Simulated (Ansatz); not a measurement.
BaCoO3:

```xyz
10
Lattice="5.5900 0.0000 0.0000 -2.7950 4.8411 0.0000 0.0000 0.0000 4.8200" Properties=species:S:1:pos:R:3 pbc="T T T"
Ba    2.7950    1.6137    3.6150
Ba    0.0000    3.2274    1.2050
Co    0.0000    0.0000    2.4100
Co    0.0000    0.0000    0.0000
O     1.3975    4.0342    3.6150
O     4.1925    0.8069    1.2050
O     0.0000    1.6137    3.6150
O     1.3975    0.8069    1.2050
O    -1.3975    4.0342    3.6150
O     2.7950    3.2274    1.2050
```

Program: Ansatz 0.2.0. Alike in all runs: task single point; level PBEsol; potentials or basis Ansatz PAW; cell as given; k mesh 5 × 5 × 5; cutoff (eV) 420; smearing fermi-dirac 0.05 eV.

Question: Order these runs on this cell by their pressure, lowest first.
A. spin collinear, program default start; fixed moment (μB) 0.0
B. spin collinear, ferromagnetic start; fixed moment (μB) 8.0
C. spin collinear, ferromagnetic start; fixed moment (μB) 6.0
D. spin collinear, ferromagnetic start; fixed moment (μB) 4.0

Answer: A (-14.3 GPa), D (-11.4 GPa), C (-8.4 GPa), B (-5.1 GPa).

Caveats: the total moment is fixed, so each spin has its own Fermi level; the PAW data sets come from PBE, with cores solved anew for the run's functional, which leaves a small shift of forces and pressure; the thresholds are loose for stress.
